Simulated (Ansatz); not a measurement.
# AlGa₂H (triplet): wave-function methods side by side, cc-pVDZ

An exercise on one series of results from a longer session: the logs are not shown, and one member is left open.

Program: Ansatz 0.2.0, Gaussian basis. Level of theory: cc-pVDZ, core rule «outside noble gas», up to 33 orbitals frozen. These are calculated values, not measurements.

Plan: UHF; CCSD(T) on ROHF; CCSD(T) on UHF; BCCD(T) on ROHF; CISD; CCSDT(Q) on ROHF; CCSDT(Q) on UHF; CASSCF and NEVPT2, 10 electrons in 10 orbitals.

31 further runs of the same task are left out: 2 for a known fault of the program, 17 that didn't finish, 12 set aside as unsound or not needed.

## The system

The geometry is a PBE0/def2-TZVP stationary point (not a proven minimum). No spin-orbit coupling is included. The filled d shell of Ga may be among the frozen orbitals whatever the setting's name suggests; the logs give the count.

4 atoms, charge 0, spin multiplicity 3.

Atoms are counted from 1 here; the program's logs count them from 0.

Bond lengths: Ga1–Al2 2.555 Å, Al2–Ga3 2.555 Å, Al2–H4 1.846 Å. Angles: Ga1–Al2–Ga3 72.4°, Ga1–Al2–H4 52.9°, Ga3–Al2–H4 52.9°.

The first run:

The input, in.yaml:

```yaml
crystal:
  periodic: [false, false, false]
  atoms:
    - {symbol: Ga, position_ang: [-0.004403, 0.336351, 1.508986]}
    - {symbol: Al, position_ang: [-0.022649, -1.725034, 0.000000]}
    - {symbol: Ga, position_ang: [-0.004403, 0.336351, -1.508986]}
    - {symbol: H, position_ang: [1.215461, -0.355847, 0.000000]}
basis:
  gaussian: {orbitals: cc-pVDZ}
magnetization: {spin_polarized: true, initial_magnetization: 2}
hamiltonian: {xc: hf}
output: {orbitals: {seedname: orbitals}}
```

Run with:

```
> ansatz run in.yaml --threads 1 --pin off --events-out ev --progress --plain --max-ram 2393MiB
```

Among the steps run: UHF; CCSD(T) on ROHF; CCSD(T) on UHF; BCCD(T) on ROHF; CISD; CCSDT(Q) on ROHF; CCSDT(Q) on UHF; CASSCF and NEVPT2, 10 electrons in 10 orbitals.

One of the session's tables, all rows but one given; the rest of the session is left out.

It belongs to the step «Misses and costs». 

| method | from UCCSDT(Q) (kJ/mol) |
| --- | --- |
| ROHF | +566.6 |
| UHF | +542.2 |
| RMP2 | +124.9 |
| UMP2 | +135.9 |
| RCCSD | +37.7 |
| UCCSD | +36.1 |
| RCCSD(T) | +7.9 |
| UCCSD(T) | +7.8 |
| BCCD(T) | +7.8 |
| RCCSDT | ? |
| UCCSDT | +2.5 |
| RCCSDT(Q) | +0.6 |
| UCCSDT(Q) | 0 |
| CASSCF frontier | +391.2 |
| NEVPT2 frontier | +114.1 |

Estimate the missing values for RCCSDT.

**Answer.** from UCCSDT(Q) (kJ/mol): +3.2. In the column «from UCCSDT(Q) (kJ/mol)» it lies between UCCSDT (+2.5) and UCCSD(T) (+7.8).

Not comparable, so not listed: CISD (they don't share determinant, frozen orbitals or solution with the rows shown, or repeat one).

Caveats from the session: Restricted and unrestricted rows rest on different reference determinants; where their highest levels disagree by more than a few hundredths of an eV, they describe different states and don't form one ladder.
